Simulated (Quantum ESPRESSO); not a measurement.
# Pd2SBr2 (I4/mmm) in Quantum ESPRESSO: reference runs

Reference runs on Pd2SBr2: the cell as given.

Everything below comes from runs of Quantum ESPRESSO 7.5. Logs are shortened: lines on timing, memory, paths and dates and some standing lists are left out, and cuts for length are marked.

## Step 1: Starting point

Symmetry: I4/mmm, No. 139, tetragonal system. Conventional cell: a = 4.552 Å, b = 4.552 Å, c = 11.589 Å, α = 90.00°, β = 90.00°, γ = 90.00°. Pd (site symmetry -4m2) has 4 Br at 2.63 Å as nearest neighbours. S (site symmetry 4/mmm) is surrounded by 8 Br at 3.59 Å and 8 Pd at 3.68 Å. Br (site symmetry 4mm) is surrounded by 4 Pd at 2.63 Å.

The cell was built by a generator and needn't be a form met in nature.

## Step 2: Single point, PBE

pw.in reads:

```
&CONTROL
  calculation = 'scf'
  prefix = 'pwscf'
  outdir = './tmp'
  pseudo_dir = './pseudo'
  tprnfor = .true.
  tstress = .true.
  disk_io = 'low'
/
&SYSTEM
  ibrav = 0
  nat = 5
  ntyp = 3
  ecutwfc = 60
  ecutrho = 440
  nbnd = 38
  occupations = 'smearing'
  smearing = 'fd'
  degauss = 0.00367493
/
&ELECTRONS
  conv_thr = 1d-09
  electron_maxstep = 120
  mixing_beta = 0.5
/
ATOMIC_SPECIES
Pd   106.4200 Pd_ONCV_PBE-1.0.oncvpsp.upf
S     32.0600 s_pbe_v1.4.uspp.F.UPF
Br    79.9040 br_pbe_v1.4.uspp.F.UPF
CELL_PARAMETERS angstrom
  -2.2759644800    2.2759644800    5.7944884300
   2.2759644800   -2.2759644800    5.7944884300
   2.2759644800    2.2759644800   -5.7944884300
ATOMIC_POSITIONS crystal
Pd     0.7500000000    0.2500000000    0.5000000000
Pd     0.2500000000    0.7500000000    0.5000000000
S      0.0000000000    0.0000000000    0.0000000000
Br     0.6364380100    0.6364380100    0.0000000000
Br     0.3635619900    0.3635619900    0.0000000000
K_POINTS automatic
8 8 8 0 0 0
```

pp_density.in reads:

```
&INPUTPP
  prefix = 'pwscf'
  outdir = './tmp'
  filplot = 'density.dat'
  plot_num = 0
/
&PLOT
  nfile = 1
  filepp(1) = 'density.dat'
  iflag = 3
  output_format = 6
  fileout = 'density.cube'
/
```

pp_potential.in reads:

```
&INPUTPP
  prefix = 'pwscf'
  outdir = './tmp'
  filplot = 'potential.dat'
  plot_num = 11
/
&PLOT
  nfile = 1
  filepp(1) = 'potential.dat'
  iflag = 3
  output_format = 6
  fileout = 'potential.cube'
/
```

Potentials or basis: SSSP 1.3 efficiency PBE.

Started as:

```
OMP_NUM_THREADS=1 pw.x -in pw.in > pw.out
OMP_NUM_THREADS=1 pp.x -in pp_density.in > pp_density.out
OMP_NUM_THREADS=1 pp.x -in pp_potential.in > pp_potential.out
```

pw.out:

```text
This program is part of the open-source Quantum ESPRESSO suite
     for quantum simulation of materials; please cite
         "P. Giannozzi et al., J. Phys.:Condens. Matter 21 395502 (2009);
         "P. Giannozzi et al., J. Phys.:Condens. Matter 29 465901 (2017);
         "P. Giannozzi et al., J. Chem. Phys. 152 154105 (2020);
     in publications or presentations arising from this work. More details at

     Message from routine setup:
     using ibrav=0 with symmetry is DISCOURAGED, use correct ibrav instead

     G-vector sticks info
     --------------------
     sticks:   dense  smooth     PW     G-vecs:    dense   smooth      PW
     Sum        4657    2533    819               126177    50805    9375

     Using Slab Decomposition

     bravais-lattice index     =            0
     lattice parameter (alat)  =      12.5259  a.u.
     unit-cell volume          =     810.2194 (a.u.)^3
     number of atoms/cell      =            5
     number of atomic types    =            3
     number of electrons       =        56.00
     number of Kohn-Sham states=           38
     kinetic-energy cutoff     =      60.0000  Ry
     charge density cutoff     =     440.0000  Ry
     scf convergence threshold =      1.0E-09
     mixing beta               =       0.5000
     number of iterations used =            8  plain     mixing
     Exchange-correlation=  SLA  PW   PBX  PBC
                           (   1   4   3   4   0   0   0)

     celldm(1)=  12.525923  celldm(2)=   0.000000  celldm(3)=   0.000000
     celldm(4)=   0.000000  celldm(5)=   0.000000  celldm(6)=   0.000000

     crystal axes: (cart. coord. in units of alat)
               a(1) = (  -0.343364   0.343364   0.874187 )
               a(2) = (   0.343364  -0.343364   0.874187 )
               a(3) = (   0.343364   0.343364  -0.874187 )

     reciprocal axes: (cart. coord. in units 2 pi/alat)
               b(1) = (  0.000000  1.456181  0.571960 )
               b(2) = (  1.456181  0.000000  0.571960 )
               b(3) = (  1.456181  1.456181  0.000000 )

     PseudoPot. # 1 for Pd read from file:
     Pd_ONCV_PBE-1.0.oncvpsp.upf
     Pseudo is Norm-conserving, Zval = 18.0
     Generated using ONCVPSP code by D. R. Hamann
     Using radial grid of 1410 points,  6 beta functions with:
                l(1) =   0
                l(2) =   0
                l(3) =   1
                l(4) =   1
                l(5) =   2
                l(6) =   2

     PseudoPot. # 2 for S  read from file:
     s_pbe_v1.4.uspp.F.UPF
     Pseudo is Ultrasoft + core correction, Zval =  6.0
     Generated by new atomic code, or converted to UPF format
     Using radial grid of  907 points,  6 beta functions with:
                l(1) =   0
                l(2) =   0
                l(3) =   1
                l(4) =   1
                l(5) =   2
                l(6) =   2
     Q(r) pseudized with  8 coefficients,  rinner =    1.300   1.300   1.300
                                                       1.300   1.300

     PseudoPot. # 3 for Br read from file:
     br_pbe_v1.4.uspp.F.UPF
     Pseudo is Ultrasoft + core correction, Zval =  7.0
     Generated by new atomic code, or converted to UPF format
     Using radial grid of  879 points,  6 beta functions with:
                l(1) =   0
                l(2) =   0
                l(3) =   1
                l(4) =   1
                l(5) =   2
                l(6) =   2
     Q(r) pseudized with  8 coefficients,  rinner =    1.100   1.100   1.100
                                                       1.100   1.100

     atomic species   valence    mass     pseudopotential
     Pd               18.00   106.42000     Pd( 1.00)
     S                 6.00    32.06000     S ( 1.00)
     Br                7.00    79.90400     Br( 1.00)

     16 Sym. Ops., with inversion, found

   Cartesian axes

     site n.     atom                  positions (alat units)
         1        Pd     tau(   1) = (   0.0000000   0.3433639   0.4370934  )
         2        Pd     tau(   2) = (   0.3433639   0.0000000   0.4370934  )
         3        S      tau(   3) = (   0.0000000   0.0000000   0.0000000  )
         4        Br     tau(   4) = (  -0.0000000  -0.0000000   1.1127314  )
         5        Br     tau(   5) = (  -0.0000000  -0.0000000   0.6356422  )

     number of k points=    59  Fermi-Dirac smearing, width (Ry)=  0.0037
                       cart. coord. in units 2pi/alat
        k(    1) = (   0.0000000   0.0000000   0.0000000), wk =   0.0039062
        k(    2) = (   0.1820226   0.1820226   0.0000000), wk =   0.0156250
        k(    3) = (   0.3640453   0.3640453   0.0000000), wk =   0.0156250
        k(    4) = (   0.5460679   0.5460679   0.0000000), wk =   0.0156250
        k(    5) = (  -0.7280906  -0.7280906   0.0000000), wk =   0.0078125
        k(    6) = (   0.1820226   0.0000000   0.0714950), wk =   0.0312500
[... 51 lines left out ...]
        k(   58) = (  -1.2741585  -0.1820226   0.0000000), wk =   0.0156250
        k(   59) = (  -1.4561811  -1.4561811  -0.5719602), wk =   0.0039062

     Dense  grid:   126177 G-vectors     FFT dimensions: (  90,  90,  90)

     Smooth grid:    50805 G-vectors     FFT dimensions: (  64,  64,  64)

     Initial potential from superposition of free atoms

     starting charge      55.9992, renormalised to      56.0000
     Starting wfcs are   32 randomized atomic wfcs +    6 random wfcs

     Self-consistent Calculation

     iteration #  1     ecut=    60.00 Ry     beta= 0.50
     Davidson diagonalization with overlap
     ethr =  1.00E-02,  avg # of iterations =  5.1

     total energy              =    -623.10662270 Ry
     estimated scf accuracy    <       1.56789820 Ry

     iteration #  2     ecut=    60.00 Ry     beta= 0.50
     Davidson diagonalization with overlap
     ethr =  2.80E-03,  avg # of iterations =  2.9

     total energy              =    -623.40148298 Ry
     estimated scf accuracy    <       7.40118029 Ry

     iteration #  3     ecut=    60.00 Ry     beta= 0.50
     Davidson diagonalization with overlap
     ethr =  2.80E-03,  avg # of iterations =  2.0
[... 85 lines left out ...]
     total energy              =    -623.97849360 Ry
     estimated scf accuracy    <       0.00000001 Ry

     iteration # 16     ecut=    60.00 Ry     beta= 0.50
     Davidson diagonalization with overlap
     ethr =  2.01E-11,  avg # of iterations =  1.0

     total energy              =    -623.97849360 Ry
     estimated scf accuracy    <          2.2E-09 Ry

     iteration # 17     ecut=    60.00 Ry     beta= 0.50
     Davidson diagonalization with overlap
     ethr =  3.97E-12,  avg # of iterations =  1.1

     End of self-consistent calculation

          k = 0.0000 0.0000 0.0000 (  6379 PWs)   bands (ev):

   -76.5223 -76.5185 -42.3341 -42.3341 -42.3004 -42.3004 -42.1450 -42.1382
    -8.8422  -8.3089  -3.4956   1.6444   2.3586   2.3586   2.8685   2.9781
     2.9781   4.2069   5.7200   5.8346   5.8840   6.2985   6.2985   6.4005
     6.4697   6.8042   6.8042   7.4059   7.4059   7.9013   9.2471  11.6613
    12.4409  13.7061  14.6656  14.6656  16.2483  16.8751

          k = 0.1820 0.1820 0.0000 (  6383 PWs)   bands (ev):

   -76.5221 -76.5188 -42.3347 -42.3287 -42.3059 -42.2999 -42.1445 -42.1387
    -8.8049  -8.3077  -3.5058   1.6549   2.3908   2.4563   2.8260   2.9029
     3.0520   4.3338   5.5743   5.7370   5.7722   5.7952   5.9514   6.5954
     6.6187   6.6901   6.9437   7.0736   7.5007   7.7754   9.8357  11.9529
    12.9393  13.5034  14.5270  15.1828  15.5387  16.7426

          k = 0.3640 0.3640 0.0000 (  6345 PWs)   bands (ev):
[... 121 lines left out ...]
   -76.5217 -76.5192 -42.3339 -42.3229 -42.3120 -42.3009 -42.1438 -42.1393
    -8.7260  -8.3440  -3.5219   1.7718   2.4045   2.4966   2.6492   2.8369
     3.2731   4.5172   5.3729   5.4277   5.6505   5.6982   5.7717   6.4256
     6.5023   6.8154   6.8750   7.1462   7.4612   7.5379  10.6606  11.8553
    13.2769  13.8278  14.0116  15.2187  15.6188  16.3645

          k =-0.7281-0.0000-0.2860 (  6360 PWs)   bands (ev):

   -76.5204 -76.5204 -42.3178 -42.3178 -42.3172 -42.3172 -42.1415 -42.1415
    -8.6576  -8.3632  -3.5483   1.9783   2.3839   2.4962   2.5351   2.7033
     3.5178   4.9877   5.0846   5.1422   5.2871   5.5284   5.6201   6.3157
     6.6636   6.7866   6.9498   7.2750   7.2791   7.3421  10.7032  11.5640
    13.8556  14.1961  14.4843  14.9268  15.5973  16.7153

          k =-0.5461 0.1820-0.2860 (  6372 PWs)   bands (ev):

   -76.5211 -76.5198 -42.3307 -42.3188 -42.3162 -42.3043 -42.1427 -42.1403
    -8.6650  -8.3584  -3.5320   1.9032   2.3011   2.4268   2.6305   2.7723
     3.5189   4.7673   5.1347   5.3118   5.4664   5.5575   5.6176   6.3207
     6.5340   6.7481   6.9164   7.1410   7.3391   7.3841  11.0023  11.6723
    13.8193  13.9890  14.3582  15.2183  15.3736  16.4088

          k =-0.3640 0.3640-0.2860 (  6358 PWs)   bands (ev):

   -76.5214 -76.5195 -42.3361 -42.3193 -42.3157 -42.2988 -42.1432 -42.1398
    -8.6721  -8.3538  -3.5155   1.8380   2.2129   2.4344   2.6744   2.8056
     3.5265   4.6464   5.3563   5.3592   5.4403   5.5975   5.6378   6.3870
     6.4733   6.7129   6.7390   7.0178   7.3377   7.5339  11.0733  12.3064
    13.1547  13.9985  14.2947  15.1460  15.5761  16.2542

          k = 0.3640 0.3640 0.1430 (  6346 PWs)   bands (ev):

   -76.5214 -76.5195 -42.3361 -42.3193 -42.3157 -42.2988 -42.1432 -42.1398
    -8.7045  -8.3182  -3.5117   1.7877   2.3187   2.4590   2.5693   2.8483
     3.4737   4.6662   5.2558   5.3590   5.4785   5.4955   5.6883   6.2923
     6.3898   6.6097   6.9510   7.1149   7.5010   7.5983  10.7528  12.4564
    13.0780  14.2462  14.6047  14.6449  16.1790  16.4166

          k = 0.5461 0.5461 0.1430 (  6335 PWs)   bands (ev):

   -76.5207 -76.5202 -42.3376 -42.3327 -42.3026 -42.2977 -42.1420 -42.1410
    -8.6257  -8.3076  -3.4797   1.7265   1.9634   2.5544   2.5669   2.8336
     4.0389   4.8539   5.0096   5.1512   5.1717   5.3764   5.6681   5.9407
     6.3817   6.5042   6.5149   7.0045   7.3563   7.5751  11.5647  12.9087
    13.4007  13.5997  15.5024  15.8285  16.8883  16.9535
[... 275 lines left out ...]
   -76.5221 -76.5188 -42.3347 -42.3287 -42.3059 -42.2999 -42.1444 -42.1387
    -8.6195  -8.5087  -3.5367   2.1188   2.2914   2.5334   2.6501   2.7849
     3.0629   4.3431   5.5855   5.6017   5.6481   5.8099   5.8506   6.4181
     6.6978   6.8659   7.1305   7.3310   7.3866   7.4147  11.1950  11.4655
    12.3814  13.0872  13.9680  14.2442  15.9041  16.0914

          k =-1.4562-1.4562-0.5720 (  6318 PWs)   bands (ev):

   -76.5223 -76.5185 -42.3341 -42.3341 -42.3004 -42.3004 -42.1450 -42.1382
    -8.6256  -8.5440  -3.5356   2.0834   2.5955   2.5955   2.7063   2.7063
     2.7488   4.2094   5.5000   5.7208   5.7835   5.8998   5.8998   6.4697
     6.7655   6.9396   7.4138   7.4138   7.4535   7.4535  11.1114  11.2207
    11.7568  13.8011  13.8011  14.3533  15.2095  16.5772

     the Fermi energy is     7.2262 ev

!    total energy              =    -623.97849360 Ry
     estimated scf accuracy    <          2.1E-11 Ry
     smearing contrib. (-TS)   =      -0.00684508 Ry
     internal energy E=F+TS    =    -623.97164853 Ry

     The total energy is F=E-TS. E is the sum of the following terms:
     one-electron contribution =    -392.48365536 Ry
     hartree contribution      =     213.79993859 Ry
     xc contribution           =    -109.99621330 Ry
     ewald contribution        =    -335.29171846 Ry

     convergence has been achieved in  17 iterations

     Forces acting on atoms (cartesian axes, Ry/au):

     atom    1 type  1   force =     0.00000000    0.00000000   -0.00000000
     atom    2 type  1   force =    -0.00000000   -0.00000000    0.00000000
     atom    3 type  2   force =     0.00000000    0.00000000    0.00000000
     atom    4 type  3   force =     0.00000000    0.00000000    0.00716699
     atom    5 type  3   force =    -0.00000000   -0.00000000   -0.00716699

     Total force =     0.010136     Total SCF correction =     0.000004

     Computing stress (Cartesian axis) and pressure

          total   stress  (Ry/bohr**3)                   (kbar)     P=      -24.32
  -0.00015143   0.00000000  -0.00000000          -22.28        0.00       -0.00
  -0.00000000  -0.00015143  -0.00000000           -0.00      -22.28       -0.00
   0.00000000   0.00000000  -0.00019304            0.00        0.00      -28.40

=------------------------------------------------------------------------------=
   JOB DONE.
=------------------------------------------------------------------------------=
```

It took 8.1 min on 1 thread of Intel Xeon 6975P-C (Granite Rapids), shared host; peak memory 0.72 GiB.

What came out:

* Free energy: -8489.6599 eV
* Pressure: -2.4 GPa
* Largest force: 0.184 eV/Å
* Band gap on the k mesh: none (metal or under the smearing width)

Forces in eV/Å, atoms in the order of the input:
```
Pd   0.000  0.000  0.000
Pd   0.000  0.000  0.000
S    0.000  0.000  0.000
Br   0.000  0.000  0.184
Br   0.000  0.000 -0.184
```

Levels at points of the mesh, in eV from the Fermi level:
| k point | band 25 | band 26 | band 27 | band 28 | band 29 | band 30 | band 31 | band 32 |
| --- | --- | --- | --- | --- | --- | --- | --- | --- |
| (0.00, 0.00, 0.00) | -0.76 | -0.42 | -0.42 | 0.18 | 0.18 | 0.68 | 2.02 | 4.44 |
| (0.00, 0.00, -0.50) | -0.98 | -0.81 | -0.76 | -0.17 | -0.14 | 0.36 | 5.12 | 5.42 |
| (0.00, -0.50, 0.00) | -0.56 | -0.44 | -0.28 | 0.05 | 0.05 | 0.12 | 3.48 | 4.34 |
| (-0.50, -0.50, -0.50) | -0.46 | -0.29 | 0.19 | 0.19 | 0.23 | 0.23 | 3.89 | 3.99 |
